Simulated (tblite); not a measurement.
# C8H18BN: the cost of one run

The runs use tblite 0.8.0 and PySCF 2.14.0, with density-fitted response routines of our own; the level of theory stands in each step. All values are computed, except where a source is named. Atoms are numbered from 0 throughout.

## 1. The molecule as given

28 atoms, charge 0, multiplicity 1; geometry from: force field or distance geometry start.

Bonds of the start (Å): C0–C1 1.35, C1–C2 1.49, C1–C3 1.53, C3–B4 1.62, B4–N5 1.56, N5–C6 1.48, N5–C7 1.49, N5–C8 1.47, C8–C9 1.53, C9–C3 1.52, C0–H10 1.08, C0–H11 1.10, C2–H12 1.10, C2–H13 1.11, C2–H14 1.13, C3–H15 1.10, B4–H16 1.19, B4–H17 1.19, C6–H18 1.12, C6–H19 1.12, C6–H20 1.11, C7–H21 1.11, C7–H22 1.11, C7–H23 1.12, C8–H24 1.12, C8–H25 1.12, C9–H26 1.11, C9–H27 1.11.

## 2. Relaxing the molecule with GFN2-xTB

Job settings and geometry (Å):

```
{"job": {"kind": "relax", "xc": "GFN2-xTB", "basis": "xTB"}, "charge": 0, "multiplicity": 1}
C     -2.301100     0.115500     1.189200
C     -2.106900    -0.422700    -0.031300
C     -3.224500    -1.178200    -0.674400
C     -0.762900    -0.287800    -0.746400
B      0.456600    -0.960900     0.082200
N      1.539100     0.150100     0.219400
C      2.152200     0.134300     1.567800
C      2.614100    -0.026500    -0.790200
C      0.832600     1.423200    -0.009000
C     -0.346400     1.158300    -0.950700
H     -1.528700     0.660600     1.703000
H     -3.274500     0.016900     1.688100
H     -2.945700    -1.574800    -1.659700
H     -3.538100    -2.027600    -0.038500
H     -4.103400    -0.485800    -0.818100
H     -0.819200    -0.794400    -1.717200
H      0.872900    -1.905800    -0.518100
H      0.088600    -1.362000     1.140900
H      1.381300     0.259700     2.372800
H      2.893200     0.959800     1.688700
H      2.676600    -0.824900     1.760500
H      3.368400     0.779800    -0.720000
H      3.140900    -0.994300    -0.641100
H      2.183900    -0.018200    -1.827500
H      1.494200     2.220500    -0.425300
H      0.402700     1.834500     0.945600
H     -1.169600     1.883500    -0.775900
H      0.002800     1.294500    -2.000500
```

On the command line:

```
$ OMP_NUM_THREADS=1 python probes_run.py task.json out
```

The driver reads the jobs from task.json and runs them one after another.

**Question.** How long does this first job take on 1 thread of Intel Xeon at 2.70GHz, shared host, and how much memory does it need?

About 3.2 s, with a peak of 0.18 GiB.
